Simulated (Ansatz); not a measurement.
Write a Python script for the Ansatz DFT code, driven from Python that makes harmonic frequencies at the relaxed geometry of C2H3AlN, SMILES [CH3][Al][C]#N. Use (for the species named): PBE0, def2-SVP basis, multiplicity 2.

```json
{"atom": "C", "x (Å)": "-0.6609", "y (Å)": "0.8682", "z (Å)": "-0.3942"}
{"atom": "Al", "x (Å)": "0.8971", "y (Å)": "0.2936", "z (Å)": "0.5894"}
{"atom": "C", "x (Å)": "1.2449", "y (Å)": "-1.6000", "z (Å)": "0.7244"}
{"atom": "N", "x (Å)": "1.5759", "y (Å)": "-2.7226", "z (Å)": "0.8226"}
{"atom": "H", "x (Å)": "-0.3940", "y (Å)": "1.5541", "z (Å)": "-1.2677"}
{"atom": "H", "x (Å)": "-1.3692", "y (Å)": "1.5029", "z (Å)": "0.2753"}
{"atom": "H", "x (Å)": "-1.2326", "y (Å)": "0.0358", "z (Å)": "-0.7954"}
```

`freq_c2h3aln.py`
```python
"""Harmonic frequencies of C2H3AlN at its relaxed geometry."""

import itertools

import ansatz
from ase.data import atomic_numbers, covalent_radii
import numpy as np

geometry_ang = [
    ("C", (-0.6609, 0.8682, -0.3942)),
    ("Al", (0.8971, 0.2936, 0.5894)),
    ("C", (1.2449, -1.6, 0.7244)),
    ("N", (1.5759, -2.7226, 0.8226)),
    ("H", (-0.394, 1.5541, -1.2677)),
    ("H", (-1.3692, 1.5029, 0.2753)),
    ("H", (-1.2326, 0.0358, -0.7954)),
]
c2h3aln = ansatz.Crystal.molecule()
for symbol, xyz in geometry_ang:
    c2h3aln = c2h3aln.atom(symbol, xyz)

calc = (
    c2h3aln.calculation()
    .basis(gaussian="def2-SVP")
    .functional("pbe0")
    .spin("collinear", total=1)
    .scf(lower_state_search="standard")
)
symbols = [site.symbol for site in c2h3aln.cartesian_sites]
start = np.array([site.position_ang for site in c2h3aln.cartesian_sites], dtype=float)
rep = calc.relax(force_tolerance=0.003, max_steps=100).run().report
end = np.array(rep["positions_ang"])

# pairs closer than 1.2 times the sum of covalent radii, before or after
radius = [covalent_radii[atomic_numbers[s]] for s in symbols]
span = lambda where, i, j: np.linalg.norm(where[i] - where[j])
bonded = [(i, j) for i, j in itertools.combinations(range(len(symbols)), 2) if min(span(start, i, j), span(end, i, j)) < 1.2 * (radius[i] + radius[j])]
print("pair        before    after (A)")
for i, j in bonded:
    print(f"{symbols[i]}{i}-{symbols[j]}{j}".ljust(10), f"{span(start, i, j):8.4f} {span(end, i, j):8.4f}")

# frequencies need a stationary point, so they are taken at the relaxed geometry
minimum = ansatz.Crystal.molecule()
for symbol, place in zip(symbols, end):
    minimum = minimum.atom(symbol, place.tolist())
vibrating = minimum.calculation()
vibrating = vibrating.basis(gaussian="def2-SVP").functional("pbe0")
vibrating = vibrating.spin("collinear", total=1)
vibrating = vibrating.scf(lower_state_search="standard").phonons(temperatures=(200, 600, 100))
vib = vibrating.run().report["vibrations"]
sums = vib["harmonic_sums"]
modes = [m["omega_inv_cm"] for m in sums["modes_at_gamma"] if m["rigid_motion"] == "no"]
for number, w in enumerate(modes, start=1):
    print(f"mode {number:2d} {w:9.1f} 1/cm {w / 8065.544 * 1000:8.2f} meV")
print("imaginary modes:", sum(w < 0 for w in modes), " zero-point energy:", round(sums["zero_point_energy_ev"], 4), "eV")
print("T (K)   F_vib (eV)   S_vib (meV/K)   C_vib (meV/K)")
for row in zip(sums["temperatures_k"], sums["vibrational_free_energy_ev"], vib["entropy_ev_per_k"], vib["heat_capacity_ev_per_k"]):
    print(f"{row[0]:6.1f} {row[1]:11.4f} {1000 * row[2]:13.4f} {1000 * row[3]:15.4f}")
```

```console
$ python freq_c2h3aln.py
pair        before    after (A)
C0-Al1       1.9300   1.9607
C0-H4        1.1422   1.1026
C0-H5        1.1631   1.1024
C0-H6        1.0866   1.1017
Al1-C2       1.9300   1.9626
C2-N3        1.1745   1.1638
RunWarning: phonons: modes at or below zero, which the zero-point energy, F, S and C_V leave out: 1, the lowest at -75.79 cm⁻¹. A minimum has none, and a first-order saddle one
mode  1     -75.8 1/cm    -9.40 meV
mode  2     117.1 1/cm    14.52 meV
mode  3     209.5 1/cm    25.98 meV
mode  4     306.7 1/cm    38.03 meV
mode  5     493.7 1/cm    61.20 meV
mode  6     598.9 1/cm    74.25 meV
mode  7     644.7 1/cm    79.93 meV
mode  8     682.8 1/cm    84.66 meV
mode  9    1187.2 1/cm   147.20 meV
mode 10    1406.9 1/cm   174.43 meV
mode 11    1413.4 1/cm   175.24 meV
mode 12    2308.4 1/cm   286.20 meV
mode 13    3046.3 1/cm   377.70 meV
mode 14    3151.0 1/cm   390.68 meV
mode 15    3164.3 1/cm   392.33 meV
imaginary modes: 1  zero-point energy: 1.1612 eV
T (K)   F_vib (eV)   S_vib (meV/K)   C_vib (meV/K)
 200.0      1.1441        0.2221          0.3020
 300.0      1.1144        0.3707          0.4333
 400.0      1.0703        0.5096          0.5332
 500.0      1.0129        0.6374          0.6125
 600.0      0.9432        0.7550          0.6782
```
(Warnings from the package without file and line.)

Notes:
- These settings explore the input space; basis and method may be short of convergence.
- The frequencies are harmonic and unscaled, in a modest basis.
- The run takes the species as open-shell (spin multiplicity 2), which needn't be its ground state.
- The whole script took 110 s on 1 thread of Arm Neoverse V2, with other jobs on the host, peak memory 0.25 GiB.
